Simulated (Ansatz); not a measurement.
**C2H8ClNOSn: a ladder of functionals and wavefunction methods**

The task here is to estimate one member of a computed series from the others.

Computed with Ansatz 0.2.0, Gaussian basis. Level: functionals in def2-TZVPP, the program's frozen cores in correlated methods.

Plan: PBE-D4, r2SCAN-D4, PBE0-D4, B3LYP-D4, ωB97X-V, ωB97M-V, B2PLYP; CCSD(T)/def2-TZVPP; MP2/def2-QZVPP; extrapolation to the limit.

### Structure used throughout

The geometry comes from an earlier relaxation with PBE0-D4 in a triple-zeta def2 set; it is a stationary point, not always the lowest conformer. Sn takes the def2 core potential; no spin-orbit term is included.

SMILES `C[O][Sn]([CH3])([NH2])[Cl]`, 14 atoms, charge 0, spin multiplicity 1.

Atoms are counted from 1 here; the program's logs count them from 0.

Bond lengths: C1–O2 1.407 Å, C1–H7 1.099 Å, C1–H8 1.097 Å, C1–H9 1.093 Å, O2–Sn3 1.952 Å, Sn3–C4 2.118 Å, Sn3–N5 2.003 Å, Sn3–Cl6 2.352 Å, C4–H10 1.089 Å, C4–H11 1.089 Å, C4–H12 1.089 Å, N5–H13 1.012 Å, N5–H14 1.013 Å. Angles: O2–C1–H7 112.3°, O2–C1–H8 112.4°, O2–C1–H9 108.0°, H7–C1–H8 108.2°, H7–C1–H9 107.7°, H8–C1–H9 108.1°, C1–O2–Sn3 121.2°, O2–Sn3–C4 114.3°, O2–Sn3–N5 101.5°, O2–Sn3–Cl6 105.5°, C4–Sn3–N5 115.2°, C4–Sn3–Cl6 107.2°, N5–Sn3–Cl6 112.9°, Sn3–C4–H10 109.3°, Sn3–C4–H11 109.1°, Sn3–C4–H12 109.1°, H10–C4–H11 109.9°, H10–C4–H12 109.4° and more.

Set-up of the first run:

The input, in.yaml:

```yaml
crystal:
  periodic: [false, false, false]
  atoms:
    - {symbol: C, position_ang: [-0.070133, -1.825912, -1.492686]}
    - {symbol: O, position_ang: [0.706168, -1.211535, -0.492514]}
    - {symbol: Sn, position_ang: [-0.027395, 0.206489, 0.630480]}
    - {symbol: C, position_ang: [-0.378714, 2.029949, -0.388065]}
    - {symbol: N, position_ang: [1.332862, 0.297223, 2.098051]}
    - {symbol: Cl, position_ang: [-2.114116, -0.590235, 1.367218]}
    - {symbol: H, position_ang: [-0.323732, -1.133846, -2.307396]}
    - {symbol: H, position_ang: [-1.003085, -2.246183, -1.098035]}
    - {symbol: H, position_ang: [0.516025, -2.643768, -1.920651]}
    - {symbol: H, position_ang: [-0.762966, 2.767558, 0.315453]}
    - {symbol: H, position_ang: [0.557252, 2.382732, -0.819512]}
    - {symbol: H, position_ang: [-1.113843, 1.862412, -1.173771]}
    - {symbol: H, position_ang: [0.994112, 0.727400, 2.949141]}
    - {symbol: H, position_ang: [1.687556, -0.622274, 2.332288]}
basis:
  gaussian: {orbitals: def2-TZVPP}
hamiltonian: {xc: pbe, dispersion: d4}
output: {forces: true, orbitals: {seedname: orbitals}}
```

Launch:

```
ansatz run in.yaml --threads 2 --pin off --events-out ev --progress --plain --max-ram 32768MiB --backend cuda --devices 0, --max-vram 18GiB
```

Among the steps run: PBE-D4 (GGA); r2SCAN-D4 (meta-GGA); PBE0-D4 (hybrid); B3LYP-D4 (hybrid); ωB97X-V (range-separated); ωB97M-V (range-separated); B2PLYP (double hybrid); CCSD(T) in def2-TZVPP; MP2 in def2-QZVPP.

One table of the session follows, with a row left open; its other results are not shown here.

It belongs to the step «Atomisation energies». 

```
            method  atomisation energy (kcal/mol)
            PBE-D4                         1190.6
         r2SCAN-D4                         1168.7
           PBE0-D4                         1167.1
          B3LYP-D4                         1166.8
           ωB97X-V                         1174.9
           ωB97M-V                         1171.8
            B2PLYP                              ?
     HF/def2-TZVPP                          821.7
    MP2/def2-TZVPP                         1155.1
   CCSD/def2-TZVPP                         1120.9
CCSD(T)/def2-TZVPP                         1140.3
           MP2/CBS                         1191.8
       CCSD(T)/CBS                         1177.0
```

Estimate the missing values for B2PLYP.

**Answer.** atomisation energy (kcal/mol): 1154.2. In the column «atomisation energy (kcal/mol)» it lies between CCSD(T)/def2-TZVPP (1140.3) and MP2/def2-TZVPP (1155.1).

Caveats from the session: Free atoms (2 C, 1 O, 1 Sn, 1 N, 1 Cl, 8 H) were run apart at each level; the atomisation energy is their sum less the molecule, without zero-point or spin-orbit terms.
